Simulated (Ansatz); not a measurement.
The system is CsLiCr2Te2S3.

```
CELL_PARAMETERS angstrom
7.28959 -2.10433 0.01772
7.28959 2.10433 0.01772
-2.53315 0.00000 7.28100
ATOMIC_POSITIONS crystal
Cs 0.50000 0.50000 0.00000
Li 0.00000 0.00000 0.50000
Cr 0.32870 0.32870 0.43300
Cr 0.67130 0.67130 0.56700
Te 0.80672 0.80672 0.17427
Te 0.19328 0.19328 0.82573
S 0.16358 0.16358 0.39713
S 0.83642 0.83642 0.60287
S 0.50000 0.50000 0.50000
```

The cell was built by a generator and needn't be a form met in nature.

Base run:

| Item | Value |
| --- | --- |
| Program | Ansatz 0.2.0 |
| Functional | PBE |
| Potentials or basis | Ansatz PAW |
| Cutoff | 420 eV |
| Density cutoff | 1680 eV |
| k mesh | 7 × 7 × 4 |
| Occupations | fermi-dirac, width 0.05 eV |
| Spin | collinear spin, ferromagnetic start |
| Starting moments | [0.0, 0.0, 3.0, 3.0, 0.0, 0.0, 0.0, 0.0, 0.0] μB |

Its results: band gap on the k mesh none (metal or under the smearing width); pressure 0.0 GPa; net moment 5.22 μB per cell; site moments Cs +0.00; Li +0.00; Cr +2.59; Te -0.14; S -0.14, -0.03 μB; largest force 0.030 eV/Å.

Task: The run is repeated on the same cell with these changes: hubbard terms from none to Cr d U = 4 eV; hubbard projectors from none to ortho-atomic (the default). What comes out?

Result: Band gap on the k mesh none (metal or under the smearing width); pressure 3.1 GPa; net moment 6.19 μB per cell; site moments Cs -0.00; Li +0.00; Cr +3.16; Te -0.16; S -0.25, -0.05 μB; largest force 0.634 eV/Å.

Caveats: only a ferromagnetic start was run, and an antiferromagnetic order may lie lower in energy; the magnetic or orbital state may not be the lowest (some runs); the density of states is complete only up to the lowest level of the last band computed (some runs).

Not every run made on this cell is shown here.
